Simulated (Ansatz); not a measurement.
Predict the output of the script below (Ansatz's Python interface).

`ta3w_ta3w_fm_3m.cif`
```cif
data_Ta3W
_cell_length_a 4.620481
_cell_length_b 4.620481
_cell_length_c 4.620481
_cell_angle_alpha 60.00000
_cell_angle_beta 60.00000
_cell_angle_gamma 60.00000
_symmetry_space_group_name_H-M 'P 1'
_symmetry_Int_Tables_number 1
loop_
_symmetry_equiv_pos_as_xyz
'x, y, z'
loop_
_atom_site_label
_atom_site_type_symbol
_atom_site_fract_x
_atom_site_fract_y
_atom_site_fract_z
Ta1 Ta    0.250000    0.250000    0.250000
Ta2 Ta    0.750000    0.750000    0.750000
Ta3 Ta    0.500000    0.500000    0.500000
W4 W    0.000000    0.000000    0.000000
```

Input file `ta3w_taw_cmmm.xyz`:
```text
2
Lattice="1.61412879 -2.3070255 0.0 1.61412879 2.3070255 0.0 0.0 0.0 4.52139841" Properties=species:S:1:pos:R:3 pbc="T T T"
Ta    0.00000000    0.00000000    0.00000000
W     1.61412879    0.00000000    2.26069920
```

The script reads `ta3w_ta.vasp`:
```text
Ta
1.0
  -1.65128000    1.65128000    1.65128000
   1.65128000   -1.65128000    1.65128000
   1.65128000    1.65128000   -1.65128000
Ta
1
Direct
   0.00000000    0.00000000    0.00000000
```

Input file `ta3w_w.vasp`:
```text
W
1.0
  -1.58234500    1.58234500    1.58234500
   1.58234500   -1.58234500    1.58234500
   1.58234500    1.58234500   -1.58234500
W
1
Direct
   0.00000000    0.00000000    0.00000000
```

`hull_ta3w.py`
```python
# -*- coding: utf-8 -*-
"""Convex hull of a few Ta-W phases, after relaxing atoms and volume at fixed cell shape."""

from collections import Counter
import csv
import warnings

import ansatz
from ase.io import read
import numpy as np


def compute(name, crystal):
    calc = crystal.calculation()
    calc = calc.functional(ansatz.Functional.PBESOL)
    calc = calc.mixing("msr1", preconditioner="local_kerker")
    calc = calc.basis(520)
    calc = calc.kpoints(spacing=0.3)
    calc = calc.occupations("gaussian", width=0.05)
    calc = calc.relax(force_tolerance=0.03, fix_cell=["shape"])
    return calc.run()


def counts(outcome):
    return Counter(site.symbol for site in outcome.lattice.sites)

def formation_energy(outcome, mu):
    n = counts(outcome)
    return (outcome.report["energy_sigma0_ev"] - sum(k * mu[element] for element, k in n.items())) / sum(n.values())

warnings.simplefilter("ignore", ansatz.DeckWarning)

phases = {}
atoms = read("ta3w_ta3w_fm_3m.cif")
ta3w_fm_3m = ansatz.Crystal.from_ase(atoms)
phases["Ta3W Fm-3m"] = ta3w_fm_3m
taw_cmmm = ansatz.Crystal.from_extxyz("ta3w_taw_cmmm.xyz")
phases["TaW Cmmm"] = taw_cmmm
atoms = read("ta3w_ta.vasp", format="vasp")
ta = ansatz.Crystal.from_ase(atoms)
phases["Ta"] = ta
atoms = read("ta3w_w.vasp", format="vasp")
w = ansatz.Crystal.from_ase(atoms)
phases["W"] = w

done = {}
for name, crystal in phases.items():
    done[name] = compute(name, crystal)
    print(f"{name}: {done[name].report['energy_sigma0_ev']:.4f} eV, {len(done[name].lattice.sites)} atoms")

# chemical potentials of the elements at zero temperature
references = {"Ta": "Ta", "W": "W"}
mu = {element: done[name].report["energy_sigma0_ev"] / len(done[name].lattice.sites) for element, name in references.items()}
points = sorted((counts(o)["W"] / len(o.lattice.sites), formation_energy(o, mu), name) for name, o in done.items())

# walk in x and drop points that lie above the chord
hull = []
for x, e, _ in points:
    while len(hull) > 1 and (hull[-1][0] - hull[-2][0]) * (e - hull[-2][1]) - (hull[-1][1] - hull[-2][1]) * (x - hull[-2][0]) <= 0:
        hull.pop()
    hull.append((x, e))
rows = [(name, x, e, e - np.interp(x, *zip(*hull))) for x, e, name in points]
with open("hull.csv", "w", newline="") as handle:
    writer = csv.writer(handle)
    writer.writerow(["phase", "x(W)", "E_form (eV/atom)", "above hull (eV/atom)"])
    writer.writerows([round(v, 4) if isinstance(v, float) else v for v in row] for row in rows)
print(open("hull.csv").read())
print("on the hull of these phases:", ", ".join(row[0] for row in rows if row[3] < 1e-6))
```

Running `python hull_ta3w.py` prints:
```text
Ta3W Fm-3m: -39676.2431 eV, 4 atoms
TaW Cmmm: -20063.1933 eV, 2 atoms
Ta: -9806.4790 eV, 1 atoms
W: -10256.5601 eV, 1 atoms
phase,x(W),E_form (eV/atom),above hull (eV/atom)
Ta,0.0,0.0,0.0
Ta3W Fm-3m,0.25,-0.0615,0.0
TaW Cmmm,0.5,-0.0771,0.0
W,1.0,0.0,0.0

on the hull of these phases: Ta, Ta3W Fm-3m, TaW Cmmm, W
```

Reading the output:
- The settings weren't tested for convergence.
- No spin polarisation was allowed.
- Atoms and volume are relaxed with the cell's shape held, which in cells of lower than cubic symmetry can hide stresses and shift volumes.
- Spin-orbit coupling, which matters for elements this heavy, is left out.
- The cells come from databases of deposited and of computed structures, and not all need be stable phases.
- Differences under about 40 meV an atom lie within the error of mesh and functional, so such verdicts may flip; only the cells listed enter the hull.
- Hardware and time: 30 s on 1 thread of Arm Neoverse V1, with other jobs on the host, peak memory 0.5 GiB.
